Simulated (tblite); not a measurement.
# C6H17PSi: the cost of one run

Computed with tblite 0.8.0 and PySCF 2.14.0, with density-fitted response routines of our own, on a single molecule in the gas phase. Atoms are numbered from 0 throughout.

**1. The molecule as given**

25 atoms, charge 0, multiplicity 1; geometry from: force field or distance geometry start.

Bonds of the start (Å): C0–C1 1.53, C1–C2 1.54, C1–C3 1.51, C3–P4 1.79, P4–C5 1.81, P4–C6 1.82, C6–Si7 1.88, C0–H8 1.12, C0–H9 1.09, C0–H10 1.11, C1–H11 1.08, C2–H12 1.11, C2–H13 1.11, C2–H14 1.10, C3–H15 1.12, C3–H16 1.14, C5–H17 1.13, C5–H18 1.09, C5–H19 1.13, C6–H20 1.11, C6–H21 1.10, Si7–H22 1.46, Si7–H23 1.50, Si7–H24 1.46.

**2. Geometry optimisation with GFN2-xTB**

What the job is given:

```
{"job": {"kind": "relax", "xc": "GFN2-xTB", "basis": "xTB"}, "charge": 0, "multiplicity": 1}
C      2.494300     0.945600     1.405500
C      1.501700     0.655400     0.275200
C      2.322100    -0.188700    -0.711200
C      0.467900    -0.266400     0.866900
P     -0.840900    -0.807100    -0.224900
C     -1.562700    -2.451700    -0.042300
C     -1.734200     0.439800    -1.199800
Si    -2.794000     1.453400    -0.023300
H      2.200400     1.845700     1.996700
H      3.493100     1.140100     1.016000
H      2.541100     0.083800     2.100200
H      1.078200     1.551600    -0.154900
H      3.387300    -0.163600    -0.404800
H      2.280900     0.231400    -1.735100
H      1.989600    -1.240800    -0.725800
H      0.057500     0.238200     1.782000
H      1.038200    -1.164800     1.269600
H     -0.813400    -3.236100    -0.370100
H     -2.522000    -2.628200    -0.534300
H     -1.662000    -2.644200     1.064800
H     -2.442300    -0.062300    -1.885900
H     -1.134100     1.147800    -1.793300
H     -2.127700     2.661700     0.446500
H     -4.040000     1.856300    -0.748100
H     -3.189800     0.627200     1.118100
```

The run is started by

```bash
OMP_NUM_THREADS=1 python probes_run.py task.json out
```

This one command runs all jobs of the session in turn.

Q: Estimate the wall time of this first job on 1 thread of Arm Neoverse V1, shared host.

About 1.4 s.
